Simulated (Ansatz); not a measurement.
This script makes a formation energy from the elements of Ba2SrN2 and its elements with Ansatz's Python interface.

The script, `run_formation.py`:
```python
# -*- coding: utf-8 -*-
'''Formation energy of Ba2SrN2 from the elements, after relaxing cells and atoms.'''

from collections import Counter
import logging
import sys
import warnings

import ansatz as az
import numpy as np

logging.basicConfig(stream=sys.stdout, format='%(levelname)s %(message)s')
log = logging.getLogger('ba2srn2')
log.setLevel(logging.INFO)

GASES = {'N2'}


def compute(name, crystal):
    calc = (
        crystal.calculation()
        .functional('pbe')
        .basis(530)
        .scf(tolerance=1e-08, extra_bands=12)
        .kpoints(spacing=0.3)
        .occupations('fermi_dirac', width=0.02)
        .stress()
    )
    if name in GASES:
        return calc.kpoints(1, 1, 1).relax(force_tolerance=0.01, max_steps=40).run()
    calc = calc.relax(force_tolerance=0.01, max_steps=40, cell=True)
    return calc.run()


def counts(outcome):
    return Counter(site.symbol for site in outcome.lattice.sites)

def formation_energy(outcome, mu):
    n = counts(outcome)
    return (outcome.report['energy_sigma0_ev'] - sum(k * mu[element] for element, k in n.items())) / sum(n.values())


def volume_per_atom(outcome):
    return abs(np.linalg.det(outcome.lattice.cell_ang)) / len(outcome.lattice.sites)

warnings.simplefilter('ignore', az.DeckWarning)

phases = {}
ba2srn2 = (
    az.Lattice.from_parameters(3.930574, 3.930574, 10.560664, alpha=90, beta=90, gamma=120)
    .space_group(164)
    .atom('Ba', (2 / 3, 1 / 3, 0.215478))
    .atom('Sr', (0.0, 0.0, 0.5))
    .atom('N', (2 / 3, 1 / 3, 0.660744))
)
phases['Ba2SrN2'] = ba2srn2
ba = (
    az.Lattice.from_parameters(4.341385, 4.341385, 4.341385, alpha=109.47122, beta=109.47122, gamma=109.47122)
    .atom('Ba', (0.0, 0.0, 0.0))
)
phases['Ba'] = ba
sr = (
    az.Lattice.of((0.0, 3.04235, 3.04235), (3.04235, 0.0, 3.04235), (3.04235, 3.04235, 0.0))
    .atom('Sr', (0.0, 0.0, 0.0))
)
phases['Sr'] = sr
n2 = (
    az.Lattice.of((9.0, 0.0, 0.0), (0.0, 9.5, 0.0), (0.0, 0.0, 10.0))
    .atom('N', (0.5, 0.5, 0.4445))
    .atom('N', (0.5, 0.5, 0.5555))
)
phases['N2'] = n2

done = {name: compute(name, crystal) for name, crystal in phases.items()}

# chemical potentials of the elements at zero temperature
references = {'Ba': 'Ba', 'Sr': 'Sr', 'N': 'N2'}
mu = {element: done[name].report['energy_sigma0_ev'] / len(done[name].lattice.sites) for element, name in references.items()}

target = done['Ba2SrN2']
heat = formation_energy(target, mu)
for element, value in mu.items():
    log.info(f'mu({element}) = {value:.4f} eV from {references[element]}, {volume_per_atom(done[references[element]]):.2f} A^3/atom')
log.info(f'formation energy of Ba2SrN2: {heat:.4f} eV/atom = {96.4853 * heat:.1f} kJ/mol of atoms')
# gas references are bare DFT energies, without zero-point or fitted corrections
```

Is Ba2SrN2 bound against its elements at this level, and by how much?

The formation energy is -0.460 eV an atom (-44.4 kJ per mole of atoms), so Ba2SrN2 lies below the reference phases.

The output:

```console
$ python run_formation.py
INFO mu(Ba) = -5949.5321 eV from Ba, 64.05 A^3/atom
INFO mu(Sr) = -3544.1931 eV from Sr, 54.80 A^3/atom
INFO mu(N) = -384.0181 eV from N2, 427.50 A^3/atom
INFO formation energy of Ba2SrN2: -0.4604 eV/atom = -44.4 kJ/mol of atoms
```

Reading the output:
- These settings explore the input space; cutoff and mesh may be short of convergence.
- For the metals among these phases the mesh is modest: differences between phases can be off by up to 40 meV an atom.
- The program warned that this SCF threshold is loose for forces or stresses.
- The cells come from databases of deposited and of computed structures, and not all need be stable phases.
- The compound is the structure given, not necessarily its lowest; energies are at zero temperature, with no correction for gases. A semilocal functional's error on such energies is often 0.05 to 0.1 eV an atom, and 0.1 to 0.3 eV against gases such as O2 or F2.
- The script silences the warnings on its input, which a real study should read.
- Finished in 37 s on 1 thread of Arm Neoverse V2, with other jobs on the host, peak memory 0.76 GiB.

(A comment or docstring line of the script was reworded after the run, the code is as it ran; lines on the test bed's own set-up are left out of the output.)
